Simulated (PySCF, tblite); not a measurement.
**C6H11Si radical: geometry, infrared bands and EPR parameters**

Wanted: the infrared bands and EPR parameters of C6H11Si radical (`[CH2][C@@H]1C[Si@H]1CC=C`), by calculation.

Computed with tblite 0.8.0 and PySCF 2.14.0, with density-fitted response routines of our own, on a single molecule in the gas phase. Atoms count from 0, in the outputs and in this text.

## (1) The starting structure

18 atoms, charge 0, multiplicity 2; geometry from: force field or distance geometry start.

Bonds of the start (Å): C0–C1 1.50, C1–C2 1.51, C2–Si3 1.86, Si3–C4 1.85, C4–C5 1.50, C5–C6 1.34, Si3–C1 1.87, C0–H7 1.10, C0–H8 1.12, C1–H9 1.12, C2–H10 1.10, C2–H11 1.09, Si3–H12 1.45, C4–H13 1.10, C4–H14 1.12, C5–H15 1.07, C6–H16 1.09, C6–H17 1.09.

## (2) Optimising the geometry with GFN2-xTB

What the job is given:

```
{"job": {"kind": "relax", "xc": "GFN2-xTB", "basis": "xTB"}, "charge": 0, "multiplicity": 2}
C      2.369400     1.336800    -0.428800
C      1.724800     0.306800     0.454400
C      2.005900    -1.161700     0.261300
Si     0.364800    -0.612700    -0.433000
C     -1.183200    -0.729300     0.578500
C     -2.311200    -0.319100    -0.322600
C     -3.083800     0.737700    -0.024400
H      3.452000     1.458300    -0.261500
H      1.782800     2.274400    -0.273900
H      1.544700     0.586500     1.525900
H      2.016000    -1.782700     1.172200
H      2.768600    -1.425100    -0.478100
H      0.257600    -0.376800    -1.856500
H     -1.341100    -1.731500     1.011500
H     -1.118900     0.020100     1.412800
H     -2.488000    -0.888600    -1.207300
H     -3.908400     1.039900    -0.669500
H     -2.860900     1.273400     0.902700
```

Started as:

```console
$ OMP_NUM_THREADS=1 python probes_run.py task.json out
```

The driver reads the jobs from task.json and runs them one after another.

**Question.** This job is followed by: GFN2-xTB harmonic vibrations, gas phase; UKS B3LYP, pcH-1 on C H Si, non-relativistic, mean-field spin-orbit, GIAO. What will the session give for the following? strongest single infrared mode (GFN2-xTB); zero-point energy (GFN2-xTB); g(iso) (B3LYP); ⟨S²⟩; largest a(iso); potential on the surface of density 0.002 e/bohr³, 1st and 99th percentile.

As calculated:

| quantity | value |
| --- | --- |
| strongest single infrared mode (GFN2-xTB) | 2236 cm⁻¹, 301 km/mol |
| zero-point energy (GFN2-xTB) | 91.4 kcal/mol |
| g(iso) (B3LYP) | 2.00306 |
| ⟨S²⟩ | 0.752 (exact 0.75) |
| largest a(iso) | 29Si on Si3, -399.9 MHz |
| potential on the surface of density 0.002 e/bohr³, 1st and 99th percentile | -0.73 V and 0.86 V |

Relaxing lowered the energy by 1.805 eV in 116 steps; the close pair that moved most is C1–Si3, from 1.866 to 2.763 Å. The frame itself reshapes: C1···Si3 goes from 1.87 to 2.76 Å. The lowest mode is slightly imaginary (12i cm⁻¹), a soft motion within the noise of the Hessian, so the minimum is not strictly shown. The strongest single mode, at 2236 cm⁻¹, moves mainly H12. GFN2-xTB is a fitted tight-binding method: band positions and strengths are rough. Its intensities can rank the bands wrongly. The structure rearranged or came apart on optimisation; the results belong to the end geometry, not to the formula as drawn. Si3 carries the largest spin population, 0.93 e. The isotropic g lies 0.7 ppt above the free-electron value. These values are for one conformer; the search (at its own cheap level) found 2 more, at 0.06, 1.05 kcal/mol, and measured spectra average over such forms.
